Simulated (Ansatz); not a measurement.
# GaB2As3: the cost of one run

Computed with Ansatz 0.2.0 (DFT PBE, scalar-relativistic, plane waves, PAW, unless a step's input says otherwise).

3 further runs of the same task are left out: 1 that didn't finish, 2 set aside as unsound or not needed.

**1. Starting point**

It takes space group P3m1 (No. 156, trigonal). Conventional cell: a = 3.607 Å, b = 3.607 Å, c = 9.006 Å, α = 90.00°, β = 90.00°, γ = 120.00°. Around Ga (site symmetry 3m) lie 4 As at 2.34 to 2.46 Å. B (site symmetry 3m) is surrounded by 4 As at 2.08 to 2.18 Å. B (site symmetry 3m) is surrounded by 4 As at 2.09 to 2.19 Å. As (site symmetry 3m) has 1 B at 2.08 Å and 3 Ga at 2.34 Å as nearest neighbours. As (site symmetry 3m) is surrounded by 3 B at 2.19 Å and 1 Ga at 2.46 Å. As (site symmetry 3m) is surrounded by 4 B at 2.09 to 2.18 Å.

As a file:

```
Ga B As
1.0
     3.60727    0.00000    0.00000
    -1.80364    3.12399    0.00000
     0.00000    0.00000    9.00564
Ga B As
1 2 3
Direct
  0.33333 0.66667 0.66366
  0.00000 0.00000 0.01213
  0.66667 0.33333 0.31694
  0.00000 0.00000 0.78154
  0.33333 0.66667 0.39038
  0.66667 0.33333 0.08534
```

The cell was relaxed beforehand at this level, from a generated guess; it needn't be the stable form of this composition. At a tolerance of 0.02 Å it has space group P3m1 (No. 156); it has 16.91 Å³/atom, an uncorrected energy of +0.06 eV/atom over the elements.

**2. Bands, states and charges**

File input.yaml:

```yaml
crystal:
  lattice:
    - [3.6072707495, 0.0, 0.0]
    - [-1.8036353748, 3.1239881074, 0.0]
    - [0.0, 0.0, 9.005641266]
  atoms:
    - { symbol: Ga, position: [0.3333333333, 0.6666666667, 0.6636615093] }
    - { symbol: B, position: [0.0, 0.0, 0.0121296304] }
    - { symbol: B, position: [0.6666666667, 0.3333333333, 0.3169421707] }
    - { symbol: As, position: [0.0, 0.0, 0.7815393885] }
    - { symbol: As, position: [0.3333333333, 0.6666666667, 0.3903826727] }
    - { symbol: As, position: [0.6666666667, 0.3333333333, 0.0853446285] }
basis:
  ecutwfc: 420
kpoints:
  mp_grid: { grid: [12, 12, 4] }
  band_path:
    path:
      - [[0.0, 0.0, 0.0], [0.5, 0.0, 0.0], [0.33333333, 0.33333333, 0.0], [0.0, 0.0, 0.0], [0.0, 0.0, 0.5], [0.5, 0.0, 0.5], [0.33333333, 0.33333333, 0.5], [0.0, 0.0, 0.5]]
      - [[0.5, 0.0, 0.5], [0.5, 0.0, 0.0]]
      - [[0.33333333, 0.33333333, 0.5], [0.33333333, 0.33333333, 0.0]]
    npoints: 14
hamiltonian:
  xc: pbe
scf:
  occupations: { method: gaussian, width: 0.02 }
  n_extra_bands: 15
output:
  forces: true
  stress: true
  eigenvalues: true
  populations: true
  dos: { projected: true, de: 0.02, nscf_kmesh: { grid: [15, 15, 5] } }
  bader: true
  write_density: true
  write_potential: true
  elf: true
  volumetric_format: npy
```

Launch:

```bash
$ ansatz run input.yaml --threads 1 --pin off --max-ram 2560MiB --backend cpu --events-out ev --progress --plain --runs-dir out
```

**Question.** How long does this run take on 1 thread of Intel Xeon at 2.50GHz (Skylake/Cascade Lake), shared host, and how much memory does it need?

About 5 min, with a peak of 0.67 GiB.
